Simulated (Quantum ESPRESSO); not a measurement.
# AgRh (P-6m2) in Quantum ESPRESSO: notebook, part 2 of 2

Quantum ESPRESSO 7.5. The steps go on from the part before.

### 3 Wannier functions, PBE

Contents of pw.in:

```
&CONTROL
  calculation = 'scf'
  prefix = 'pwscf'
  outdir = './tmp'
  pseudo_dir = './pseudo'
  tprnfor = .true.
  tstress = .true.
  disk_io = 'low'
/
&SYSTEM
  ibrav = 0
  celldm(1) = 8
  nat = 2
  ntyp = 2
  ecutwfc = 56
  ecutrho = 448
  nbnd = 25
  occupations = 'smearing'
  smearing = 'fd'
  degauss = 0.00367493
/
&ELECTRONS
  conv_thr = 4d-10
  electron_maxstep = 120
  mixing_beta = 0.5
/
ATOMIC_SPECIES
Ag   107.8682 ag_pbe_v1.4.uspp.F.UPF
Rh   102.9055 rh_pbe_v1.4.uspp.F.UPF
CELL_PARAMETERS alat
  0.6561101230768   0.0000000000000   0.0000000000000
 -0.3280550615384   0.5682080342697   0.0000000000000
  0.0000000000000   0.0000000000000   1.1358676027910
ATOMIC_POSITIONS crystal
Ag     0.0000000000    0.0000000000    0.5000000000
Rh     0.6666666667    0.3333333333    0.0000000000
K_POINTS automatic
9 9 5 0 0 0
```

nscf.in is that of step 2.

Contents of pw2wan.in:

```
&INPUTPP
  prefix = 'pwscf'
  outdir = './tmp'
  seedname = 'w'
  write_mmn = .true.
  write_amn = .true.
/
```

bands.in is that of step 2.

Changes to w.win since step 2:

```diff
@@ -3,3 +3,3 @@
 guiding_centres = true
-dis_froz_max = 18.69
+dis_froz_max = 20.69
 dis_num_iter = 600
@@ -7,3 +7,3 @@
 dis_conv_tol = 1.0d-9
-num_iter = 1200
+num_iter = 0
 search_shells = 100
```

Potentials or basis: GBRV 1.5 PBE.

Command:

```sh
OMP_NUM_THREADS=1 pw.x -in pw.in > pw.out
OMP_NUM_THREADS=1 pw.x -in nscf.in > nscf.out
wannier90.x -pp w
OMP_NUM_THREADS=1 pw2wannier90.x -in pw2wan.in > pw2wan.out
wannier90.x w
OMP_NUM_THREADS=1 pw.x -in bands.in > bands.out
```

pw.out:

```text
This program is part of the open-source Quantum ESPRESSO suite
     for quantum simulation of materials; please cite
         "P. Giannozzi et al., J. Phys.:Condens. Matter 21 395502 (2009);
         "P. Giannozzi et al., J. Phys.:Condens. Matter 29 465901 (2017);
         "P. Giannozzi et al., J. Chem. Phys. 152 154105 (2020);
     in publications or presentations arising from this work. More details at

     Message from routine setup:
     using ibrav=0 with symmetry is DISCOURAGED, use correct ibrav instead

     G-vector sticks info
     --------------------
     sticks:   dense  smooth     PW     G-vecs:    dense   smooth      PW
     Sum         847     433    127                34759    12235    2071

     Using Slab Decomposition

     bravais-lattice index     =            0
     lattice parameter (alat)  =       8.0000  a.u.
[... 239 lines left out ...]
    17.7785  17.7785  17.8366  22.9926  34.6263  35.2208  36.8580  39.1084
    39.1084
[... 241 lines left out ...]
   -73.8576 -37.4001 -37.3994 -37.3075 -28.3662 -28.3657 -27.8754  12.8595
    13.0725  13.3259  13.3606  13.4020  15.4052  15.6815  15.9379  16.4800
    17.6329  23.1924  24.2366  24.5208  26.0511  26.4792  26.6055  34.9937
    35.4117

     the Fermi energy is    17.6874 ev

!    total energy              =    -466.78759763 Ry
     estimated scf accuracy    <          2.0E-10 Ry
     smearing contrib. (-TS)   =      -0.00213090 Ry
     internal energy E=F+TS    =    -466.78546673 Ry

     The total energy is F=E-TS. E is the sum of the following terms:
     one-electron contribution =    -157.37848339 Ry
     hartree contribution      =     101.04249389 Ry
     xc contribution           =     -58.89454744 Ry
     ewald contribution        =    -351.55492980 Ry

     convergence has been achieved in  13 iterations

     negative rho (up, down):  5.689E-02 0.000E+00

     Forces acting on atoms (cartesian axes, Ry/au):

     atom    1 type  1   force =     0.00000000    0.00000000    0.00000000
     atom    2 type  2   force =     0.00000000    0.00000000    0.00000000

     Total force =     0.000000     Total SCF correction =     0.000000

     Computing stress (Cartesian axis) and pressure

     negative rho (up, down):  5.689E-02 0.000E+00
          total   stress  (Ry/bohr**3)                   (kbar)     P=      -22.66
  -0.00015566   0.00000000   0.00000000          -22.90        0.00        0.00
  -0.00000000  -0.00015566  -0.00000000           -0.00      -22.90       -0.00
   0.00000000   0.00000000  -0.00015088            0.00        0.00      -22.19

=------------------------------------------------------------------------------=
   JOB DONE.
=------------------------------------------------------------------------------=
```

nscf.out:

```text
This program is part of the open-source Quantum ESPRESSO suite
     for quantum simulation of materials; please cite
         "P. Giannozzi et al., J. Phys.:Condens. Matter 21 395502 (2009);
         "P. Giannozzi et al., J. Phys.:Condens. Matter 29 465901 (2017);
         "P. Giannozzi et al., J. Chem. Phys. 152 154105 (2020);
     in publications or presentations arising from this work. More details at

[... 94 lines left out ...]

     Number of k-points >= 100: set verbosity='high' to print the bands.

     the Fermi energy is    17.6281 ev
     (compare with:    17.6874 eV, computed in scf)

=------------------------------------------------------------------------------=
   JOB DONE.
=------------------------------------------------------------------------------=
```

w-pp.out:

```text
b_k Directions (Ang^-1)                          |
 |                           -----------------------                          |
 |            No.           x           y           z                         |
 |            ---        --------------------------------                     |
 |             1         0.000000    0.000000    0.326664                     |
 |             2         0.000000    0.373150    0.000000                     |
 |             3         0.323157    0.186575    0.000000                     |
 |             4         0.323157   -0.186575    0.000000                     |
 +----------------------------------------------------------------------------+

 Time to get kmesh              0.119 (sec)
 *============================================================================*
 |                              MEMORY ESTIMATE                               |
 *============================================================================*
 |                        Disentanglement           32.18 Mb                  |
 |                            Wannierise:           22.17 Mb                  |
 |                          plot_wannier:           22.17 Mb                  |
 *----------------------------------------------------------------------------*

 Starting a new Wannier90 calculation ...

 Time to write kmesh            0.132 (sec)

 Exiting... w.nnkp written.
```

It took 5.8 min on 1 thread of Arm Neoverse V2, shared host; peak memory 0.23 GiB.

Results:

* Free energy: -6350.9688 eV
* Pressure: -2.3 GPa
* Band gap on the k mesh: none (metal or under the smearing width)
* Total Wannier spread: 32.55 Å² over 18 functions
* RMS miss of the Wannier bands: 0.012 eV

Levels at the corners of the path, in eV from the Fermi level:
| point | band 14 | band 15 | band 16 | band 17 | band 18 | band 19 | band 20 | band 21 |
| --- | --- | --- | --- | --- | --- | --- | --- | --- |
| Γ | -3.08 | -1.92 | -1.92 | 0.09 | 0.09 | 0.15 | 5.31 | 16.94 |
| M | -2.18 | -1.61 | -0.13 | 0.97 | 1.81 | 3.96 | 8.39 | 8.67 |
| K | -1.98 | -1.41 | -0.97 | -0.55 | 5.19 | 5.39 | 5.62 | 11.35 |
| Γ | -3.08 | -1.92 | -1.92 | 0.09 | 0.09 | 0.15 | 5.31 | 16.94 |
| A | -3.17 | -2.47 | -1.72 | -1.72 | 0.05 | 0.05 | 11.56 | 12.52 |
| L | -1.75 | -0.62 | -0.19 | 0.98 | 1.72 | 2.40 | 6.47 | 7.84 |
| H | -2.00 | -1.84 | -1.19 | 0.00 | 5.49 | 6.89 | 7.20 | 7.90 |
| A | -3.17 | -2.47 | -1.72 | -1.72 | 0.05 | 0.05 | 11.56 | 12.52 |
| L | -1.75 | -0.62 | -0.19 | 0.98 | 1.72 | 2.40 | 6.47 | 7.84 |
| M | -2.18 | -1.61 | -0.13 | 0.97 | 1.81 | 3.96 | 8.39 | 8.67 |
| K | -1.98 | -1.41 | -0.97 | -0.55 | 5.19 | 5.39 | 5.62 | 11.35 |
| H | -2.00 | -1.84 | -1.19 | 0.00 | 5.49 | 6.89 | 7.20 | 7.90 |

Wannier functions:
```
function  nearest atom  distance (Å)  spread (Å²)  on-site energy from the reference level (eV)
       1          1 Ag          0.00         2.35                                          5.75
       2          1 Ag          0.05         2.33                                         11.63
       3          1 Ag          0.16         3.27                                         12.41
       4          1 Ag          0.11         3.20                                         12.39
       5          1 Ag          0.00         0.63                                         -3.80
       6          1 Ag          0.00         0.64                                         -3.79
       7          1 Ag          0.00         0.64                                         -3.79
       8          1 Ag          0.00         0.62                                         -3.85
       9          1 Ag          0.00         0.62                                         -3.85
      10          2 Rh          0.00         2.53                                          7.36
      11          2 Rh          0.06         2.56                                         12.53
      12          2 Rh          0.20         4.27                                         13.67
      13          2 Rh          0.18         5.16                                         13.69
      14          2 Rh          0.00         0.76                                         -1.04
      15          2 Rh          0.00         0.79                                         -1.13
      16          2 Rh          0.00         0.78                                         -1.12
      17          2 Rh          0.01         0.70                                         -1.25
      18          2 Rh          0.00         0.70                                         -1.25
```

Parts of the spread (Å²): invariant 15.09, diagonal 3.589, off-diagonal 13.87, total 32.55. Against the direct bands the interpolation misses by 12 meV (root mean square) and 88 meV at most, for states up to 1 eV over the reference level.

### 4 Wannier functions, PBE

pw.in is that of step 3.

nscf.in is that of step 3.

Changes to pw2wan.in since step 3:

```diff
@@ -6,2 +6,6 @@
   write_amn = .true.
+  scdm_proj = .true.
+  scdm_entanglement = 'erfc'
+  scdm_mu = 19.69
+  scdm_sigma = 2
 /
```

bands.in is that of step 3.

Changes to w.win since step 3:

```diff
@@ -2,8 +2,5 @@
 num_bands = 29
-guiding_centres = true
-dis_froz_max = 20.69
-dis_num_iter = 600
-dis_mix_ratio = 0.5
-dis_conv_tol = 1.0d-9
-num_iter = 0
+auto_projections = true
+dis_num_iter = 0
+num_iter = 1200
 search_shells = 100
@@ -18,6 +15,2 @@
 exclude_bands = 1-7
-begin projections
-Ag: s;p;d
-Rh: s;p;d
-end projections
 begin unit_cell_cart
```

Potentials or basis: GBRV 1.5 PBE.

Command:

```sh
OMP_NUM_THREADS=1 pw.x -in pw.in > pw.out
OMP_NUM_THREADS=1 pw.x -in nscf.in > nscf.out
wannier90.x -pp w
OMP_NUM_THREADS=1 pw2wannier90.x -in pw2wan.in > pw2wan.out
wannier90.x w
OMP_NUM_THREADS=1 pw.x -in bands.in > bands.out
```

pw.out:

```text
This program is part of the open-source Quantum ESPRESSO suite
     for quantum simulation of materials; please cite
[... 9 lines left out ...]
     --------------------
     sticks:   dense  smooth     PW     G-vecs:    dense   smooth      PW
     Sum         847     433    127                34759    12235    2071

     Using Slab Decomposition

     bravais-lattice index     =            0
     lattice parameter (alat)  =       8.0000  a.u.
     unit-cell volume          =     216.8112 (a.u.)^3
     number of atoms/cell      =            2
     number of atomic types    =            2
     number of electrons       =        34.00
     number of Kohn-Sham states=           25
     kinetic-energy cutoff     =      56.0000  Ry
     charge density cutoff     =     448.0000  Ry
     scf convergence threshold =      4.0E-10
     mixing beta               =       0.5000
     number of iterations used =            8  plain     mixing
     Exchange-correlation=  SLA  PW   PBX  PBC
                           (   1   4   3   4   0   0   0)

     celldm(1)=   8.000000  celldm(2)=   0.000000  celldm(3)=   0.000000
     celldm(4)=   0.000000  celldm(5)=   0.000000  celldm(6)=   0.000000

     crystal axes: (cart. coord. in units of alat)
               a(1) = (   0.656110   0.000000   0.000000 )
               a(2) = (  -0.328055   0.568208   0.000000 )
               a(3) = (   0.000000   0.000000   1.135868 )

     reciprocal axes: (cart. coord. in units 2 pi/alat)
               b(1) = (  1.524134  0.879959 -0.000000 )
               b(2) = (  0.000000  1.759919  0.000000 )
               b(3) = (  0.000000 -0.000000  0.880384 )

     PseudoPot. # 1 for Ag read from file:
     ag_pbe_v1.4.uspp.F.UPF
     Pseudo is Ultrasoft + core correction, Zval = 19.0
     Generated by new atomic code, or converted to UPF format
     Using radial grid of  887 points,  6 beta functions with:
                l(1) =   0
                l(2) =   0
                l(3) =   1
                l(4) =   1
                l(5) =   2
                l(6) =   2
     Q(r) pseudized with  6 coefficients,  rinner =    1.300   1.300   1.300
                                                       1.300   1.300

     PseudoPot. # 2 for Rh read from file:
     rh_pbe_v1.4.uspp.F.UPF
     Pseudo is Ultrasoft + core correction, Zval = 15.0
     Generated by new atomic code, or converted to UPF format
     Using radial grid of  969 points,  7 beta functions with:
                l(1) =   0
                l(2) =   0
                l(3) =   1
                l(4) =   1
                l(5) =   2
                l(6) =   2
                l(7) =   2
     Q(r) pseudized with  8 coefficients,  rinner =    1.200   1.200   1.200
                                                       1.200   1.200

     atomic species   valence    mass     pseudopotential
     Ag               19.00   107.86820     Ag( 1.00)
     Rh               15.00   102.90550     Rh( 1.00)

     12 Sym. Ops. (no inversion) found

   Cartesian axes

     site n.     atom                  positions (alat units)
         1        Ag     tau(   1) = (   0.0000000   0.0000000   0.5679338  )
         2        Rh     tau(   2) = (   0.3280551   0.1894027   0.0000000  )

     number of k points=    36  Fermi-Dirac smearing, width (Ry)=  0.0037
                       cart. coord. in units 2pi/alat
        k(    1) = (   0.0000000   0.0000000   0.0000000), wk =   0.0049383
        k(    2) = (   0.0000000   0.0000000   0.1760769), wk =   0.0098765
        k(    3) = (   0.0000000   0.0000000   0.3521537), wk =   0.0098765
        k(    4) = (   0.0000000   0.1955465   0.0000000), wk =   0.0296296
        k(    5) = (   0.0000000   0.1955465   0.1760769), wk =   0.0592593
        k(    6) = (   0.0000000   0.1955465   0.3521537), wk =   0.0592593
[... 28 lines left out ...]
        k(   35) = (   0.5080448   0.8799594   0.1760769), wk =   0.0197531
        k(   36) = (   0.5080448   0.8799594   0.3521537), wk =   0.0197531

     Dense  grid:    34759 G-vectors     FFT dimensions: (  36,  36,  64)

     Smooth grid:    12235 G-vectors     FFT dimensions: (  25,  25,  45)

     Initial potential from superposition of free atoms

     starting charge      32.9999, renormalised to      34.0000

     negative rho (up, down):  5.636E-02 0.000E+00
     Starting wfcs are   25 randomized atomic wfcs

     Self-consistent Calculation

     iteration #  1     ecut=    56.00 Ry     beta= 0.50
     Davidson diagonalization with overlap
     ethr =  1.00E-02,  avg # of iterations =  5.1

     negative rho (up, down):  5.416E-02 0.000E+00

     total energy              =    -463.23519276 Ry
     estimated scf accuracy    <       6.24502096 Ry

     iteration #  2     ecut=    56.00 Ry     beta= 0.50
     Davidson diagonalization with overlap
     ethr =  1.00E-02,  avg # of iterations =  2.5
[... 96 lines left out ...]
     iteration # 13     ecut=    56.00 Ry     beta= 0.50
     Davidson diagonalization with overlap
     ethr =  4.10E-12,  avg # of iterations =  2.1

     negative rho (up, down):  5.689E-02 0.000E+00

     End of self-consistent calculation

          k = 0.0000 0.0000 0.0000 (  1581 PWs)   bands (ev):

   -73.8807 -37.3356 -37.2619 -37.2619 -28.0860 -28.0860 -27.9356  10.4819
    11.9326  13.4351  13.4351  14.4191  14.6097  14.6097  15.7667  15.7667
    17.7785  17.7785  17.8366  22.9926  34.6263  35.2208  36.8580  39.1084
    39.1084

          k = 0.0000 0.0000 0.1761 (  1546 PWs)   bands (ev):

   -73.8806 -37.3352 -37.2618 -37.2618 -28.0860 -28.0860 -27.9366  10.7558
    12.0010  13.4224  13.4224  14.2947  14.5769  14.5769  15.8356  15.8356
    16.6842  17.7681  17.7681  24.7024  33.7076  35.2675  36.3834  38.8744
    38.8744
[... 232 lines left out ...]
          k = 0.5080 0.8800 0.3522 (  1527 PWs)   bands (ev):

   -73.8576 -37.4001 -37.3994 -37.3075 -28.3662 -28.3657 -27.8754  12.8595
    13.0725  13.3259  13.3606  13.4020  15.4052  15.6815  15.9379  16.4800
    17.6329  23.1924  24.2366  24.5208  26.0511  26.4792  26.6055  34.9937
    35.4117

     the Fermi energy is    17.6874 ev

!    total energy              =    -466.78759763 Ry
     estimated scf accuracy    <          2.0E-10 Ry
     smearing contrib. (-TS)   =      -0.00213090 Ry
     internal energy E=F+TS    =    -466.78546673 Ry

     The total energy is F=E-TS. E is the sum of the following terms:
     one-electron contribution =    -157.37848339 Ry
     hartree contribution      =     101.04249389 Ry
     xc contribution           =     -58.89454744 Ry
     ewald contribution        =    -351.55492980 Ry

     convergence has been achieved in  13 iterations

     negative rho (up, down):  5.689E-02 0.000E+00

     Forces acting on atoms (cartesian axes, Ry/au):

     atom    1 type  1   force =     0.00000000    0.00000000    0.00000000
     atom    2 type  2   force =     0.00000000    0.00000000    0.00000000

     Total force =     0.000000     Total SCF correction =     0.000000

     Computing stress (Cartesian axis) and pressure

     negative rho (up, down):  5.689E-02 0.000E+00
          total   stress  (Ry/bohr**3)                   (kbar)     P=      -22.66
  -0.00015566   0.00000000   0.00000000          -22.90        0.00        0.00
  -0.00000000  -0.00015566  -0.00000000           -0.00      -22.90       -0.00
   0.00000000   0.00000000  -0.00015088            0.00        0.00      -22.19

=------------------------------------------------------------------------------=
   JOB DONE.
=------------------------------------------------------------------------------=
```

Run time: 5 min. Hardware: 1 thread of Arm Neoverse V2, shared host; peak memory 0.23 GiB.

Results:

```yaml
Free_energy: -6350.9688 eV
Pressure: -2.3 GPa
Band_gap_on_the_k_mesh: none (metal or under the smearing width)
Total_Wannier_spread: 45.26 Å² over 18 functions
RMS_miss_of_the_Wannier_bands: 0.035 eV
```

Levels at the corners of the path, in eV from the Fermi level:
```csv
point,band 15,band 16,band 17,band 18,band 19,band 20
Γ,-1.92,-1.92,0.09,0.09,0.15,5.31
M,-1.61,-0.13,0.97,1.81,3.96,8.39
K,-1.41,-0.97,-0.55,5.19,5.39,5.62
Γ,-1.92,-1.92,0.09,0.09,0.15,5.31
A,-2.47,-1.72,-1.72,0.05,0.05,11.56
L,-0.62,-0.19,0.98,1.72,2.40,6.47
H,-1.84,-1.19,0.00,5.49,6.89,7.20
A,-2.47,-1.72,-1.72,0.05,0.05,11.56
L,-0.62,-0.19,0.98,1.72,2.40,6.47
M,-1.61,-0.13,0.97,1.81,3.96,8.39
K,-1.41,-0.97,-0.55,5.19,5.39,5.62
H,-1.84,-1.19,0.00,5.49,6.89,7.20
```

Wannier functions:
```csv
function,nearest atom,distance (Å),spread (Å²),on-site energy from the reference level (eV)
1,1 Ag,0.02,0.70,-2.89
2,1 Ag,0.04,0.74,-2.79
3,2 Rh,0.35,1.74,1.59
4,2 Rh,0.05,0.96,-0.03
5,2 Rh,0.03,1.08,0.28
6,1 Ag,0.02,0.69,-2.97
7,2 Rh,0.42,2.16,2.20
8,1 Ag,0.04,0.75,-2.81
9,2 Rh,0.08,0.97,-0.17
10,1 Ag,0.26,1.74,0.18
11,2 Rh,0.83,3.09,5.28
12,1 Ag,0.79,4.99,7.95
13,2 Rh,0.84,2.99,6.12
14,2 Rh,1.79,6.04,10.52
15,1 Ag,0.62,4.45,7.98
16,1 Ag,1.43,4.03,7.33
17,2 Rh,0.91,4.38,7.66
18,1 Ag,1.13,3.76,8.29
```

Parts of the spread (Å²): invariant 24.13, diagonal 1.666, off-diagonal 19.46, total 45.26. Against the direct bands the interpolation misses by 35 meV (root mean square) and 215 meV at most, for states up to 1 eV over the reference level.

### 5 Summary

| projections | iterations | gap on the mesh (eV) | pressure (GPa) |
| --- | --- | --- | --- |
| Ag spd, Rh spd | - | none | -2.3 |
| Ag spd, Rh spd | 0 | none | -2.3 |
| - | - | none | -2.3 |

Alike in all rows: task Wannier functions; level PBE; potentials or basis GBRV 1.5 PBE; no spin polarisation; cell as given; k mesh 9 × 9 × 5; cutoff (eV) 762; smearing fermi-dirac 0.05 eV.

Every run on the cell as given and a fine mesh finds a metal.

Caveats: the Wannier minimisation didn't converge (some runs).

Total energies depend on the potentials used, so only differences within one code and one set of settings carry meaning.
